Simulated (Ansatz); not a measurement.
**H₈N₂OSi₂: a ladder of functionals and wavefunction methods**

The task here is to estimate one member of a computed series from the others.

Method: functionals in def2-TZVPP, the program's frozen cores in correlated methods; program: Ansatz 0.2.0, Gaussian basis.

Levels to be run: PBE-D4, r2SCAN-D4, PBE0-D4, B3LYP-D4, ωB97X-V, ωB97M-V, B2PLYP; CCSD(T)/def2-TZVPP; MP2/def2-QZVPP; extrapolation to the limit.

### The relaxed structure

All runs share one geometry, relaxed beforehand with PBE0-D4 in a triple-zeta def2 set.

SMILES `N[SiH2]O[SiH2]N`, 13 atoms, charge 0, spin multiplicity 1.

Atoms are counted from 1 here; the program's logs count them from 0.

Bond lengths: N1–Si2 1.706 Å, N1–H6 1.005 Å, N1–H7 1.006 Å, Si2–O3 1.638 Å, Si2–H8 1.484 Å, Si2–H9 1.481 Å, O3–Si4 1.638 Å, Si4–N5 1.706 Å, Si4–H10 1.484 Å, Si4–H11 1.481 Å, N5–H12 1.005 Å, N5–H13 1.006 Å. Angles: Si2–N1–H6 122.2°, Si2–N1–H7 122.7°, H6–N1–H7 112.2°, N1–Si2–O3 116.0°, N1–Si2–H8 106.3°, N1–Si2–H9 108.2°, O3–Si2–H8 108.4°, O3–Si2–H9 105.7°, H8–Si2–H9 112.3°, Si2–O3–Si4 141.6°, O3–Si4–N5 116.0°, O3–Si4–H10 108.5°, O3–Si4–H11 105.7°, N5–Si4–H10 106.3°, N5–Si4–H11 108.2°, H10–Si4–H11 112.3°, Si4–N5–H12 122.3°, Si4–N5–H13 122.8° and more.

As a file:

```mol
H8N2OSi2
  3D, bonds by distance, orders not assigned

 13 12  0  0  0  0  0  0  0  0999 V2000
   -0.8760   -1.9899   -0.4382 N   0  0
   -0.4456   -0.6865   -1.4520 Si  0  0
    0.6975    0.3309   -0.8679 O   0  0
    1.1913    1.0450    0.5210 Si  0  0
   -0.0454    1.5461    1.5843 N   0  0
   -1.5736   -1.9022    0.2804 H   0  0
   -0.2788   -2.7860   -0.2924 H   0  0
   -1.6898    0.0886   -1.6839 H   0  0
    0.1142   -1.2411   -2.7059 H   0  0
    2.0235    0.0764    1.2771 H   0  0
    1.9588    2.2416    0.1061 H   0  0
   -0.4535    0.9265    2.2625 H   0  0
   -0.6229    2.3506    1.4087 H   0  0
  1  2  8  0
  2  3  8  0
  3  4  8  0
  4  5  8  0
  1  6  8  0
  1  7  8  0
  2  8  8  0
  2  9  8  0
  4 10  8  0
  4 11  8  0
  5 12  8  0
  5 13  8  0
M  END
```

Set-up of the first run:

Contents of in.yaml:

```yaml
crystal:
  periodic: [false, false, false]
  atoms:
    - {symbol: N, position_ang: [-0.875961, -1.989913, -0.438210]}
    - {symbol: Si, position_ang: [-0.445555, -0.686492, -1.451974]}
    - {symbol: O, position_ang: [0.697540, 0.330926, -0.867872]}
    - {symbol: Si, position_ang: [1.191347, 1.044995, 0.521021]}
    - {symbol: N, position_ang: [-0.045407, 1.546145, 1.584277]}
    - {symbol: H, position_ang: [-1.573575, -1.902235, 0.280417]}
    - {symbol: H, position_ang: [-0.278761, -2.785950, -0.292363]}
    - {symbol: H, position_ang: [-1.689761, 0.088565, -1.683883]}
    - {symbol: H, position_ang: [0.114151, -1.241066, -2.705863]}
    - {symbol: H, position_ang: [2.023533, 0.076352, 1.277114]}
    - {symbol: H, position_ang: [1.958835, 2.241586, 0.106078]}
    - {symbol: H, position_ang: [-0.453502, 0.926477, 2.262533]}
    - {symbol: H, position_ang: [-0.622875, 2.350609, 1.408716]}
basis:
  gaussian: {orbitals: def2-TZVPP}
hamiltonian: {xc: pbe, dispersion: d4}
output: {forces: true, orbitals: {seedname: orbitals}}
```

Launch:

```console
$ ansatz run in.yaml --threads 2 --pin off --events-out ev --progress --plain --max-ram 32768MiB --backend cuda --devices 0, --max-vram 18GiB
```

Steps of the session up to this table: PBE-D4 (GGA); r2SCAN-D4 (meta-GGA); PBE0-D4 (hybrid); B3LYP-D4 (hybrid); ωB97X-V (range-separated); ωB97M-V (range-separated); B2PLYP (double hybrid); CCSD(T) in def2-TZVPP; MP2 in def2-QZVPP.

One of the session's tables, all rows but one given; the rest of the session is left out.

```
            method  atomisation energy (eV)
            PBE-D4                        ?
         r2SCAN-D4                   47.267
           PBE0-D4                   46.926
          B3LYP-D4                   47.637
           ωB97X-V                   47.850
           ωB97M-V                   47.769
            B2PLYP                   47.046
     HF/def2-TZVPP                   33.922
    MP2/def2-TZVPP                   46.649
   CCSD/def2-TZVPP                   45.567
CCSD(T)/def2-TZVPP                   46.153
           MP2/CBS                   48.213
       CCSD(T)/CBS                   47.717
```

Estimate the missing values for PBE-D4.

The run gave: atomisation energy (eV): 47.632. In the column «atomisation energy (eV)» it lies between r2SCAN-D4 (47.267) and B3LYP-D4 (47.637).
